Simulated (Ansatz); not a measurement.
**F₂H₄OSiSn: a ladder of functionals and wavefunction methods**

The task here is to estimate one member of a computed series from the others.

Method: functionals in def2-TZVPP, the program's frozen cores in correlated methods; program: Ansatz 0.2.0, Gaussian basis.

Levels to be run: LDA (SPW92), PBE-D4, revPBE-D4, BLYP-D4, r2SCAN-D4, B97M-V, PBE0-D4, B3LYP-D4, r2SCANh-D4, r2SCAN0-D4, HSE06-D4, BHLYP-D4, CAM-B3LYP-D4, LC-ωPBE, ωB97X-V, ωB97M-V, B2PLYP, PBE-QIDH; CCSD(T)/def2-SVP; CCSD(T)/def2-TZVPP; MP2/def2-QZVPP; extrapolation to the limit; RPA on PBE.

## The relaxed structure

All runs share one geometry, relaxed beforehand with PBE0-D4 in a triple-zeta def2 set. Sn takes the def2 core potential; no spin-orbit term is included.

SMILES `[F][SnH]([F])[O][SiH3]`, 9 atoms, charge 0, spin multiplicity 1.

Atoms are counted from 1 here; the program's logs count them from 0.

Bond lengths: F1–Sn2 1.900 Å, Sn2–F3 1.900 Å, Sn2–O4 1.916 Å, Sn2–H6 1.682 Å, O4–Si5 1.647 Å, Si5–H7 1.486 Å, Si5–H8 1.485 Å, Si5–H9 1.485 Å. Angles: F1–Sn2–F3 103.9°, F1–Sn2–O4 106.5°, F1–Sn2–H6 112.4°, F3–Sn2–O4 106.4°, F3–Sn2–H6 112.5°, O4–Sn2–H6 114.4°, Sn2–O4–Si5 137.4°, O4–Si5–H7 110.8°, O4–Si5–H8 108.8°, O4–Si5–H9 108.9°, H7–Si5–H8 109.5°, H7–Si5–H9 109.4°, H8–Si5–H9 109.4°.

The first run:

The input, in.yaml:

```yaml
crystal:
  periodic: [false, false, false]
  atoms:
    - {symbol: F, position_ang: [1.793219, -1.787359, -0.601178]}
    - {symbol: Sn, position_ang: [1.457630, -0.445918, 0.701390]}
    - {symbol: F, position_ang: [2.331708, 1.091420, 0.006917]}
    - {symbol: O, position_ang: [-0.421740, -0.078894, 0.631523]}
    - {symbol: Si, position_ang: [-1.520784, 0.404062, -0.496155]}
    - {symbol: H, position_ang: [2.025810, -0.876030, 2.224670]}
    - {symbol: H, position_ang: [-0.879149, 0.549527, -1.829102]}
    - {symbol: H, position_ang: [-2.601223, -0.610950, -0.574977]}
    - {symbol: H, position_ang: [-2.096773, 1.707741, -0.080287]}
basis:
  gaussian: {orbitals: def2-TZVPP}
hamiltonian: {xc: lda}
output: {orbitals: {seedname: orbitals}}
```

Among the steps run: LDA; PBE-D4 (GGA); revPBE-D4 (GGA); BLYP-D4 (GGA); r2SCAN-D4 (meta-GGA); B97M-V (meta-GGA); PBE0-D4 (hybrid); B3LYP-D4 (hybrid); r2SCANh-D4 (hybrid); r2SCAN0-D4 (hybrid); HSE06-D4 (hybrid); BHLYP-D4 (hybrid); CAM-B3LYP-D4 (range-separated); LC-ωPBE-D4 (range-separated; the results give it without D4); ωB97X-V (range-separated); ωB97M-V (range-separated); B2PLYP (double hybrid); PBE-QIDH (double hybrid).

One of the session's tables, all rows but one given; the rest of the session is left out.

It belongs to the step «Orbital energies across the functionals». 

| functional | HOMO (eV) | LUMO (eV) | gap (eV) |
| --- | --- | --- | --- |
| LDA (SPW92) | -7.66 | -3.13 | 4.53 |
| PBE-D4 | -7.57 | -2.82 | 4.75 |
| revPBE-D4 | -7.53 | -2.69 | 4.83 |
| BLYP-D4 | -7.49 | -2.80 | 4.69 |
| r2SCAN-D4 | -7.94 | -2.54 | 5.40 |
| B97M-V | -8.04 | -2.65 | 5.38 |
| PBE0-D4 | -9.03 | -1.81 | 7.22 |
| B3LYP-D4 | -8.82 | -2.17 | 6.65 |
| r2SCANh-D4 | -8.47 | -2.18 | 6.30 |
| r2SCAN0-D4 | -9.27 | -1.64 | 7.63 |
| HSE06-D4 | -8.62 | -2.19 | 6.43 |
| BHLYP-D4 | -10.43 | -0.83 | 9.60 |
| CAM-B3LYP-D4 | -10.47 | -0.80 | 9.67 |
| LC-ωPBE | -11.83 | 0.57 | 12.39 |
| ωB97X-V | ? | ? | ? |
| ωB97M-V | -11.33 | 0.21 | 11.54 |

Q: Estimate the row for ωB97X-V from the others.

As computed: HOMO (eV): -11.49; LUMO (eV): 0.40; gap (eV): 11.89. In the column «HOMO (eV)» it lies between LC-ωPBE (-11.83) and ωB97M-V (-11.33).
